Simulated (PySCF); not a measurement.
**C4H2F2O2: runs on many settings**

Aim: see how C4H2F2O2 (`FC1=C(F)OC=CO1`) answers to the choice of functional, basis, grid and SCF options, and what happens with inputs that are wrong on purpose.

Programs: PySCF 2.14.0, with density-fitted response routines of our own. Each step states its level of theory. These are calculated values for one molecule in the gas phase, unless marked as measured. Atoms count from 0, in the outputs and in this text.

## 1. The molecule as given

10 atoms, charge 0, multiplicity 1; geometry from: GFN2-xTB.

Bonds of the start (Å): F0–C1 1.33, C1–C2 1.33, C2–F3 1.33, C2–O4 1.38, O4–C5 1.39, C5–C6 1.32, C6–O7 1.39, O7–C1 1.38, C5–H8 1.07, C6–H9 1.07.

## 2. J couplings: OPBE/pcX-1

What the job is given:

```
{"job": {"kind": "j", "xc": "OPBE", "basis": "pcX-1", "scf": {"guess": "random", "max_cycle": 81}}, "charge": 0, "multiplicity": 1}
F      2.043653    -1.616885     0.181526
C      1.021762    -0.771925     0.090517
C      1.160735     0.547467     0.063296
F      2.336663     1.164177     0.124128
O      0.112334     1.433517    -0.031255
C     -1.109875     0.779046    -0.100231
C     -1.247715    -0.533704    -0.073229
O     -0.187870    -1.424275     0.027570
H     -1.928666     1.470700    -0.178324
H     -2.192138    -1.043463    -0.126525
```

Method: OPBE/pcX-1.

On the command line:

```console
OMP_NUM_THREADS=1 python probes_run.py task.json out
```

The driver reads the jobs from task.json and runs them one after another.

Output:

```text
KeyError: 'Element h (Z=1) not found in basis pcX-1 version 1'
```

Wall time 0.05 s (1 thread of Arm Neoverse N1, shared host).

**What went wrong.** The basis pcX-1 has no functions for an element of the molecule, so the input was refused before any integral. The remedy is to choose a basis that covers all elements.

## 3. NMR shieldings: CAM-B3LYP/3-21G

The job, as its differences from that of step 2:

```diff
@@ -1,2 +1,2 @@
-{"job": {"kind": "j", "xc": "OPBE", "basis": "pcX-1", "scf": {"guess": "random", "max_cycle": 81}}, "charge": 0, "multiplicity": 1}
+{"job": {"kind": "nmr", "xc": "CAM-B3LYP", "basis": "3-21G", "pop": false}, "charge": 0, "multiplicity": 1}
 F      2.043653    -1.616885     0.181526
```

Level: GIAO CAM-B3LYP/3-21G NMR shielding, non-relativistic, gas phase.

Output:

```text
coarse grid: 9928 points
cycle   1  E = -500.4572923520  dE =  1.766e+00  |g| = 9.049e-01  |ddm| = 3.650e+00
cycle   2  E = -500.3919500015  dE =  6.534e-02  |g| = 1.180e+00  |ddm| = 2.298e+00
cycle   3  E = -500.6222737265  dE = -2.303e-01  |g| = 2.700e-02  |ddm| = 1.192e+00
cycle   4  E = -500.6224386087  dE = -1.649e-04  |g| = 1.447e-02  |ddm| = 4.443e-02
cycle   5  E = -500.6224719870  dE = -3.338e-05  |g| = 5.371e-03  |ddm| = 1.471e-02
cycle   6  E = -500.6224763746  dE = -4.388e-06  |g| = 1.415e-03  |ddm| = 5.627e-03
final grid: 101200 points
cycle   7  E = -500.7135314831  dE = -1.252e-05  |g| = 2.880e-03  |ddm| = 1.046e-02
cycle   8  E = -500.7135311950  dE =  2.881e-07  |g| = 3.416e-03  |ddm| = 4.849e-03
cycle   9  E = -500.7135328439  dE = -1.649e-06  |g| = 1.403e-04  |ddm| = 2.769e-03
cycle  10  E = -500.7135328496  dE = -5.730e-09  |g| = 9.266e-05  |ddm| = 3.033e-04
cycle  11  E = -500.7135328518  dE = -2.153e-09  |g| = 2.001e-05  |ddm| = 1.051e-04
cycle  12  E = -500.7135328518  dE = -7.583e-11  |g| = 9.701e-06  |ddm| = 2.765e-05
converged SCF energy = -500.7135328518

GIAO shielding tensors (ppm)
atom      isotropic    diamagn.    paramagn.     s11        s22        s33       span
  0 F      355.707     465.397    -109.690    318.877    372.640    375.605     56.729
  1 C       73.925     247.808    -173.883     40.471     83.675     97.630     57.159
  2 C       73.922     247.829    -173.907     40.464     83.692     97.612     57.148
  3 F      355.757     465.391    -109.634    318.924    372.793    375.555     56.632
  4 O      261.413     402.359    -140.946    213.597    277.375    293.269     79.672
  5 C       90.587     251.343    -160.757     19.345    117.849    134.566    115.220
  6 C       90.589     251.350    -160.760     19.352    117.826    134.589    115.237
  7 O      261.377     402.377    -141.000    213.543    277.257    293.332     79.789
  8 H       27.360      28.738      -1.379     25.615     26.792     29.672      4.057
  9 H       27.362      28.746      -1.384     25.616     26.794     29.676      4.060
```

It took 9.1 s on 1 thread of Arm Neoverse N1, shared host.

The references, computed at this level on geometries of the same kind, shield at (ppm): 1H TMS 33.33, 13C TMS 208.4, 19F CFCl3 208.3, 17O H2O 332.4. Their shielding less the atom's gives the shift. The references are single molecules in the gas phase, so shifts against H2O, NH3, PH3, H3PO4 or CFCl3 are not on the usual liquid scales and can be off by tens of ppm. Atoms listed in one row are averaged.

```csv
atoms,environment,σ (ppm),δ (ppm)
"C1, C2",alkene carbon bearing oxygen bonded to F,73.9,134.5
"C5, C6",alkene carbon bearing oxygen,90.6,117.8
"H8, H9",hydrogen on an alkene carbon bearing oxygen,27.36,5.97
"F0, F3",vinylic fluorine,355.7,-147.4
"O4, O7",ether oxygen,261.4,71.0
```

Ring of atoms C1, C2, O4, C5, C6, O7: NICS(0) 3.4, NICS(1) 2.8, NICS(1)zz 17.5 ppm (means of both faces).

## 4. Ultraviolet spectrum: LC-wPBE/def2-SVPD

The job, as its differences from that of step 3:

```diff
@@ -1,2 +1,2 @@
-{"job": {"kind": "nmr", "xc": "CAM-B3LYP", "basis": "3-21G", "pop": false}, "charge": 0, "multiplicity": 1}
+{"job": {"kind": "uv", "xc": "LC-wPBE", "basis": "def2-SVPD", "nstates": 25, "ntriplets": 5, "tda": false, "scf": {"level_shift": 0.9, "max_cycle": 82}}, "charge": 0, "multiplicity": 1}
 F      2.043653    -1.616885     0.181526
```

With the program's defaults for keys left out, this is: TDDFT LC-wPBE/def2-SVPD, vertical, gas phase, core orbitals frozen in the response.

Output:

```text
final grid: 101200 points
cycle   1  E = -502.5729933847  dE =  2.247e+00  |g| = 1.375e+00  |ddm| = 4.561e+00
cycle   2  E = -502.9657934043  dE = -3.928e-01  |g| = 4.363e-01  |ddm| = 1.743e+00
cycle   3  E = -503.0056853106  dE = -3.989e-02  |g| = 1.635e-01  |ddm| = 8.394e-01
cycle   4  E = -503.0145915528  dE = -8.906e-03  |g| = 8.286e-02  |ddm| = 2.785e-01
cycle   5  E = -503.0173895366  dE = -2.798e-03  |g| = 4.026e-02  |ddm| = 1.826e-01
cycle   6  E = -503.0181681630  dE = -7.786e-04  |g| = 2.159e-02  |ddm| = 1.335e-01
cycle   7  E = -503.0184083654  dE = -2.402e-04  |g| = 1.154e-02  |ddm| = 8.703e-02
cycle   8  E = -503.0184863062  dE = -7.794e-05  |g| = 6.325e-03  |ddm| = 5.197e-02
cycle   9  E = -503.0185111030  dE = -2.480e-05  |g| = 3.543e-03  |ddm| = 2.882e-02
cycle  10  E = -503.0185191431  dE = -8.040e-06  |g| = 2.007e-03  |ddm| = 1.635e-02
cycle  11  E = -503.0185216572  dE = -2.514e-06  |g| = 1.162e-03  |ddm| = 9.804e-03
cycle  12  E = -503.0185225453  dE = -8.882e-07  |g| = 6.764e-04  |ddm| = 6.002e-03
cycle  13  E = -503.0185228577  dE = -3.124e-07  |g| = 3.946e-04  |ddm| = 3.736e-03
cycle  14  E = -503.0185229675  dE = -1.097e-07  |g| = 2.389e-04  |ddm| = 2.276e-03
cycle  15  E = -503.0185230081  dE = -4.060e-08  |g| = 1.435e-04  |ddm| = 1.398e-03
cycle  16  E = -503.0185230232  dE = -1.515e-08  |g| = 8.662e-05  |ddm| = 8.448e-04
cycle  17  E = -503.0185230289  dE = -5.670e-09  |g| = 5.357e-05  |ddm| = 5.012e-04
cycle  18  E = -503.0185230311  dE = -2.194e-09  |g| = 3.316e-05  |ddm| = 2.981e-04
cycle  19  E = -503.0185230319  dE = -8.590e-10  |g| = 2.053e-05  |ddm| = 1.774e-04
level shift removed, Fock matrix diagonalised once more
converged SCF energy = -503.0185230319

Static polarisability (au): isotropic 50.818, principal 34.923 56.642 60.890

Singlet excitations
state   eV       nm        f      main configurations
  1   4.7083    263.3   0.00025   H->L 0.97
  2   5.8738    211.1   0.01703   H->L+1 0.72, H->L+4 0.13
  3   6.1221    202.5   0.00233   H->L+2 0.40, H->L+4 0.25, H->L+10 0.16
  4   7.2317    171.4   0.00295   H->L+2 0.39, H->L+4 0.27, H->L+1 0.12
  5   7.5727    163.7   0.00000   H->L+3 0.88
  6   7.7727    159.5   0.00515   H->L+10 0.34, H->L+8 0.12, H-1->L+4 0.12
  7   7.8561    157.8   0.00777   H->L+7 0.55, H-1->L 0.38
  8   8.2515    150.3   0.00001   H->L+5 0.79
  9   8.2809    149.7   0.00263   H->L+6 0.98
 10   8.5493    145.0   0.55938   H-1->L 0.58, H->L+7 0.36
 11   8.5632    144.8   0.03587   H->L+8 0.46, H-1->L+1 0.29
 12   9.0082    137.6   0.00584   H->L+10 0.25, H-1->L+1 0.24, H->L+8 0.20
 13   9.1286    135.8   0.00000   H-2->L 0.94
 14   9.2169    134.5   0.01196   H-1->L+2 0.46, H-1->L+4 0.16, H->L+12 0.10
 15   9.5410    129.9   0.08981   H->L+9 0.92
 16   9.5647    129.6   0.01058   H->L+12 0.29, H-1->L+4 0.16, H->L+15 0.16
 17   9.9578    124.5   0.00000   H->L+16 0.48, H->L+21 0.14
 18   9.9646    124.4   0.02408   H->L+13 0.80, H-1->L+6 0.16
 19  10.0052    123.9   0.00697   H-1->L+4 0.27, H-1->L+2 0.22, H->L+12 0.16
 20  10.0938    122.8   0.00000   H->L+11 0.47, H-1->L+5 0.18, H->L+21 0.09
 21  10.1801    121.8   0.00212   H-1->L+7 0.90
 22  10.3335    120.0   0.00001   H->L+14 0.50, H-1->L+8 0.19
 23  10.4329    118.8   0.00000   H-1->L+3 0.75, H->L+11 0.11
 24  10.5005    118.1   0.14953   H-3->L 0.90
 25  10.5737    117.3   0.00108   H->L+15 0.36, H->L+12 0.17, H->L+10 0.13

Triplet excitations (Tamm-Dancoff, eV): 3.3004 4.4390 5.4951 5.6497 7.0496
```

Run time: 94 s. Hardware: 1 thread of Arm Neoverse N1, shared host; peak memory 0.91 GiB.

Despite a large level shift, the SCF converged in 19 cycles.

Frontier orbitals and where they lie:

```
orbital      eV                      atoms
 HOMO−3  -14.70   O4 33 %, O7 33 %, F3 9 %
 HOMO−2  -13.85  O4 24 %, O7 24 %, C5 10 %
 HOMO−1  -11.45  C5 22 %, C6 22 %, C2 13 %
   HOMO   -8.87  O4 21 %, O7 21 %, C2 15 %
   LUMO    1.82  C6 25 %, C5 25 %, C1 11 %
 LUMO+1    2.04  C6 19 %, C5 19 %, C2 13 %
 LUMO+2    2.59  C2 13 %, C1 13 %, O4 11 %
```

With each of the 25 states as a Gaussian band of 0.4 eV half-width at 1/e, the curve within the window shown has maxima at 210 nm (ε 760), 145 nm (ε 24,000), 130 nm (ε 4,800), 118 nm (ε 6,400) L/(mol cm). Beyond the last state computed it falls off for lack of states. The curve at chosen wavelengths:

(nm, ε (L/mol/cm)): (114, 2573), (121, 5112), (129, 4789), (136, 5260), (144, 23808), (151, 11996), (159, 1250), (166, 341), (174, 138), (181, 55), (189, 72), (196, 267), (204, 626), (211, 754), (219, 544), (226, 276), (234, 89), (241, 28), (249, 11), (256, 10), (264, 10), (271, 9), (279, 7), (286, 4), (294, 2), (301, 1)

Ground-state properties from the same run:

```csv
property,computed
dipole moment (D),2.87
polarisability (Å³),7.53
HOMO–LUMO gap (eV),10.69
−ε(HOMO) (eV),8.87
```

## 5. NMR shieldings: PBE0/pcSseg-1

The job, as its differences from that of step 4:

```diff
@@ -1,2 +1,2 @@
-{"job": {"kind": "uv", "xc": "LC-wPBE", "basis": "def2-SVPD", "nstates": 25, "ntriplets": 5, "tda": false, "scf": {"level_shift": 0.9, "max_cycle": 82}}, "charge": 0, "multiplicity": 1}
+{"job": {"kind": "nmr", "xc": "PBE0", "basis": "pcSseg-1", "pop": true, "grid": 1}, "charge": 0, "multiplicity": 1}
 F      2.043653    -1.616885     0.181526
```

Method: GIAO PBE0/pcSseg-1 NMR shielding, non-relativistic, gas phase.

Output:

```text
final grid: 46624 points
cycle   1  E = -502.9759328017  dE =  1.719e+00  |g| = 8.389e-01  |ddm| = 3.122e+00
cycle   2  E = -502.8322664484  dE =  1.437e-01  |g| = 1.260e+00  |ddm| = 1.210e+00
cycle   3  E = -503.0907697351  dE = -2.585e-01  |g| = 7.333e-02  |ddm| = 7.904e-01
cycle   4  E = -503.0916562527  dE = -8.865e-04  |g| = 1.456e-02  |ddm| = 4.303e-02
cycle   5  E = -503.0916921126  dE = -3.586e-05  |g| = 7.161e-03  |ddm| = 1.643e-02
cycle   6  E = -503.0917043432  dE = -1.223e-05  |g| = 5.021e-04  |ddm| = 5.607e-03
cycle   7  E = -503.0917043756  dE = -3.234e-08  |g| = 2.787e-04  |ddm| = 4.763e-04
cycle   8  E = -503.0917043857  dE = -1.015e-08  |g| = 1.652e-04  |ddm| = 3.376e-04
cycle   9  E = -503.0917043917  dE = -5.949e-09  |g| = 3.080e-05  |ddm| = 1.443e-04
cycle  10  E = -503.0917043918  dE = -1.610e-10  |g| = 8.327e-06  |ddm| = 2.591e-05
converged SCF energy = -503.0917043918

GIAO shielding tensors (ppm)
atom      isotropic    diamagn.    paramagn.     s11        s22        s33       span
  0 F      327.187     469.249    -142.062    302.462    328.325    350.775     48.314
  1 C       36.119     250.075    -213.955     -0.761     44.009     65.110     65.871
  2 C       36.111     250.089    -213.977     -0.778     44.030     65.083     65.861
  3 F      327.260     469.244    -141.984    302.510    328.286    350.985     48.474
  4 O      224.463     397.389    -172.926    171.517    248.599    253.274     81.757
  5 C       52.707     251.201    -198.494    -28.990     84.325    102.786    131.776
  6 C       52.716     251.208    -198.493    -28.972     84.301    102.817    131.789
  7 O      224.416     397.399    -172.983    171.444    248.660    253.144     81.700
  8 H       26.046      29.327      -3.281     24.644     26.075     27.419      2.775
  9 H       26.049      29.337      -3.289     24.645     26.076     27.426      2.781
```

Run time: 15 s. Hardware: 1 thread of Arm Neoverse N1, shared host; peak memory 0.74 GiB.

Key values: δ C1 150.8, C5 134.2, F0 -156.3, O4 111.6, H8 5.67 ppm (means over like atoms).

## 6. J couplings: PBE0/6-31++G**

The job, as its differences from that of step 5:

```diff
@@ -1,2 +1,2 @@
-{"job": {"kind": "nmr", "xc": "PBE0", "basis": "pcSseg-1", "pop": true, "grid": 1}, "charge": 0, "multiplicity": 1}
+{"job": {"kind": "j", "xc": "PBE0", "basis": "6-31++G**", "scf": {"damp": 0.2}}, "charge": 0, "multiplicity": 1}
 F      2.043653    -1.616885     0.181526
```

With the program's defaults for keys left out, this is: PBE0/6-31++G** indirect spin-spin coupling, non-relativistic, gas phase.

Output:

```text
damping 0.20 in the first 6 cycles
final grid: 101200 points
cycle   1  E = -503.0531737174  dE =  1.737e+00  |g| = 7.617e-01  |ddm| = 3.798e+00
cycle   2  E = -503.0547879997  dE = -1.614e-03  |g| = 7.635e-01  |ddm| = 1.623e+00
cycle   3  E = -503.0490176898  dE =  5.770e-03  |g| = 7.869e-01  |ddm| = 1.383e+00
cycle   4  E = -503.0321794078  dE =  1.684e-02  |g| = 8.481e-01  |ddm| = 1.446e+00
cycle   5  E = -503.0239754359  dE =  8.204e-03  |g| = 8.737e-01  |ddm| = 1.497e+00
cycle   6  E = -502.7961324454  dE =  2.278e-01  |g| = 1.434e+00  |ddm| = 2.143e+00
cycle   7  E = -502.3849298220  dE =  4.112e-01  |g| = 2.085e+00  |ddm| = 2.939e+00
cycle   8  E = -503.1569897395  dE = -7.721e-01  |g| = 5.450e-02  |ddm| = 1.513e+00
cycle   9  E = -503.1569853139  dE =  4.426e-06  |g| = 5.698e-02  |ddm| = 1.097e-01
cycle  10  E = -503.1575785092  dE = -5.932e-04  |g| = 7.722e-03  |ddm| = 4.847e-02
cycle  11  E = -503.1575891373  dE = -1.063e-05  |g| = 1.498e-03  |ddm| = 9.429e-03
cycle  12  E = -503.1575896054  dE = -4.681e-07  |g| = 5.426e-04  |ddm| = 2.162e-03
cycle  13  E = -503.1575896547  dE = -4.933e-08  |g| = 3.081e-04  |ddm| = 8.809e-04
cycle  14  E = -503.1575896763  dE = -2.151e-08  |g| = 6.815e-05  |ddm| = 3.671e-04
cycle  15  E = -503.1575896774  dE = -1.105e-09  |g| = 8.868e-06  |ddm| = 8.528e-05
cycle  16  E = -503.1575896774  dE = -1.592e-11  |g| = 2.162e-06  |ddm| = 1.858e-05
converged SCF energy = -503.1575896774

Indirect spin-spin couplings (Hz)
  i      j    bonds     total        FC       PSO       DSO        SD
  0 F    1 C    1   -199.266  -189.376    -7.772     1.272    -3.390
  0 F    2 C    2     37.855    38.009   -12.504     0.032    12.318
  0 F    3 F    3     58.976     5.050    17.165     0.009    36.752
  0 F    4 O    3     12.842     0.806    13.004     0.203    -1.171
  0 F    5 C    4     -2.781    -1.741    -0.215    -0.342    -0.484
  0 F    6 C    3      8.083     4.726     1.961    -0.407     1.802
  0 F    7 O    2    -37.644   -37.006     0.118    -0.010    -0.747
  0 F    8 H    5      0.752     2.164     0.352    -1.595    -0.170
  0 F    9 H    4      1.252     1.208     1.334    -1.579     0.289
  1 C    2 C    1    176.296   182.826    -7.006     0.476         -
  1 C    3 F    2     37.841    37.996   -12.501     0.032    12.314
  1 C    4 O    2     -1.222    -1.910     0.704    -0.016         -
  1 C    5 C    3      2.688     2.631     0.001     0.056         -
  1 C    6 C    2      0.592     0.612    -0.068     0.047         -
  1 C    7 O    1      3.316     2.422     1.103    -0.209         -
  1 C    9 H    3      7.627     7.818     0.303    -0.493         -
  2 C    3 F    1   -199.400  -189.527    -7.755     1.271    -3.390
  2 C    4 O    1      3.329     2.439     1.099    -0.209         -
  2 C    5 C    2      0.592     0.612    -0.068     0.047         -
  2 C    6 C    3      2.689     2.632     0.001     0.056         -
  2 C    7 O    2     -1.215    -1.905     0.706    -0.016         -
  2 C    8 H    3      7.637     7.827     0.302    -0.493         -
  3 F    4 O    2    -37.563   -36.894     0.094    -0.009    -0.753
  3 F    5 C    3      8.064     4.709     1.959    -0.406     1.801
  3 F    6 C    4     -2.780    -1.740    -0.214    -0.342    -0.485
  3 F    7 O    3     12.845     0.803    13.009     0.203    -1.170
  3 F    8 H    4      1.253     1.210     1.332    -1.578     0.289
  3 F    9 H    5      0.751     2.163     0.352    -1.595    -0.170
  4 O    5 C    1     12.195    11.714     0.642    -0.161         -
  4 O    6 C    2      1.068    -0.377     1.435     0.010         -
  4 O    8 H    2    -16.483   -16.103    -0.452     0.073         -
  4 O    9 H    3     -0.952    -1.526     0.291     0.283         -
  5 C    6 C    1    107.968   115.149    -7.460     0.279         -
  5 C    7 O    2      1.067    -0.378     1.436     0.010         -
  5 C    8 H    1    205.940   205.191    -0.302     1.051         -
  5 C    9 H    2      8.954    10.089    -0.756    -0.380         -
  6 C    7 O    1     12.187    11.705     0.643    -0.161         -
  6 C    8 H    2      8.932    10.068    -0.757    -0.379         -
  6 C    9 H    1    205.906   205.158    -0.303     1.051         -
  7 O    8 H    3     -0.951    -1.526     0.292     0.283         -
  7 O    9 H    2    -16.458   -16.080    -0.451     0.073         -
  8 H    9 H    3      4.980     5.275     0.389    -0.685         -
```

It took 39 s on 1 thread of Arm Neoverse N1, shared host; peak memory 0.75 GiB.

The basis is not made for couplings: without tight functions at the nuclei these values are rough.

A choice of the couplings up to four bonds, sorted by the number of bonds, with means over like pairs; isotopes 13C, 19F, 1H, 17O:

| pair | bonds | J (Hz) | Fermi contact (Hz) | dihedral (°) |
| --- | --- | --- | --- | --- |
| C5–H8 | 1 | 205.9 | 205.2 | – |
| F0–C1 | 1 | -199.3 | -189.5 | – |
| C1–C2 | 1 | 176.3 | 182.8 | – |
| C5–C6 | 1 | 108.0 | 115.1 | – |
| O4–C5 | 1 | 12.2 | 11.7 | – |
| C1–O7 | 1 | 3.3 | 2.4 | – |
| F0–C2 | 2 | 37.8 | 38.0 | – |
| F0–O7 | 2 | -37.6 | -37.0 | – |
| O4–H8 | 2 | -16.5 | -16.1 | – |
| C5–H9 | 2 | 8.9 | 10.1 | – |
| C1–O4 | 2 | -1.2 | -1.9 | – |
| O4–C6 | 2 | 1.1 | -0.4 | – |
| F0–F3 | 3 | 59.0 | 5.0 | 0 |
| F0–O4 | 3 | 12.8 | 0.8 | 180 |
| F0–C6 | 3 | 8.1 | 4.7 | -180 |
| C1–H9 | 3 | 7.6 | 7.8 | 180 |
| H8–H9 | 3 | 5.0 | 5.3 | 0 |
| C1–C5 | 3 | 2.7 | 2.6 | – |
| F0–C5 | 4 | -2.8 | -1.7 | – |
| F0–H9 | 4 | 1.3 | 1.2 | – |

The spin-dipole term was solved for some atoms only; pairs without it lack that part.

The response was solved for the nuclei of C, F, H alone, so couplings that need other nuclei can be missing.

Quadrupole couplings from the field gradients of the same density:

```csv
atom,isotope,eQq/h (MHz),η
O4,17O,10.3,0.99
O7,17O,10.3,0.98
```

Joined with the shifts from before (CAM-B3LYP/3-21G, unscaled), the couplings predict the line list below for 300 MHz.

1H NMR δ 5.97 (d, J = 1.3 Hz, 2H). The letters are first-order; like nuclei with unlike couplings give more lines.

## 7. Side by side: NMR shifts

Shifts (ppm), means over like atoms, with basis size and wall time:

| run | C1 | C5 | H8 | F0 | O4 | functions | time |
| --- | --- | --- | --- | --- | --- | --- | --- |
| CAM-B3LYP/3-21G | 134.5 | 117.8 | 5.97 | -147.4 | 71.0 | 76 | 9.1 s |
| PBE0/pcSseg-1 | 150.8 | 134.2 | 5.67 | -156.3 | 111.6 | 146 | 15 s |

## 8. Results

| quantity | value |
| --- | --- |
| 13C shifts against TMS (CAM-B3LYP/3-21G, means over atoms taken as alike) | 134.5, 117.8 ppm |
| 1H shifts against TMS (CAM-B3LYP/3-21G, means over atoms taken as alike) | 5.97 ppm |
| 19F shifts against CFCl3 (CAM-B3LYP/3-21G, means over atoms taken as alike) | -147.4 ppm |
| 17O shifts against H2O (CAM-B3LYP/3-21G, means over atoms taken as alike) | 71.0 ppm |
| lowest singlet (LC-wPBE/def2-SVPD) | 4.71 eV (263 nm), f = 0.000 |
| brightest single state of those computed | state 10, 8.55 eV, f = 0.559 |
| lowest triplet | 3.30 eV |
| largest coupling of the table (PBE0/6-31++G**) | 1J(C,H) C5–H8, 205.9 Hz (mean over like pairs) |
| range of the shift of O4 (with its like atoms) | 71.0 to 111.6 ppm |
| property runs in this session | 5, of which 1 failed and 0 gave unsound results |

Single values in the summary come from the first sound run of each kind (PBE0/6-31++G**; CAM-B3LYP/3-21G; LC-wPBE/def2-SVPD), which need not be the best level. At CAM-B3LYP/3-21G: Shielding is most anisotropic at C5, C6 (span 115 ppm, paramagnetic term -161 ppm). NICS(1)zz of 18 ppm above the planar ring from C1 marks a paratropic (antiaromatic) ring current. The lowest singlet, at 4.71 eV, is HOMO→LUMO 0.97 and is dark; of the 25 states computed, the strongest absorption comes from state 10 at 8.55 eV. The lowest triplet lies 1.41 eV below the lowest singlet (triplets in Tamm-Dancoff, singlets in full TDDFT). In the run at PBE0/6-31++G**, the largest coupling of the table is C5–H8 (mean over like pairs), 205.9 Hz, of which the Fermi-contact term gives 205.2 Hz. Density functionals describe couplings to fluorine poorly, F–F couplings above all, so those rows are rough. In ppm, O4 (with its like atoms) moves most: its shift spreads over 40.6 ppm, from 71.0 (CAM-B3LYP/3-21G) to 111.6 (PBE0/pcSseg-1). Couplings from bases without tight functions are rough.
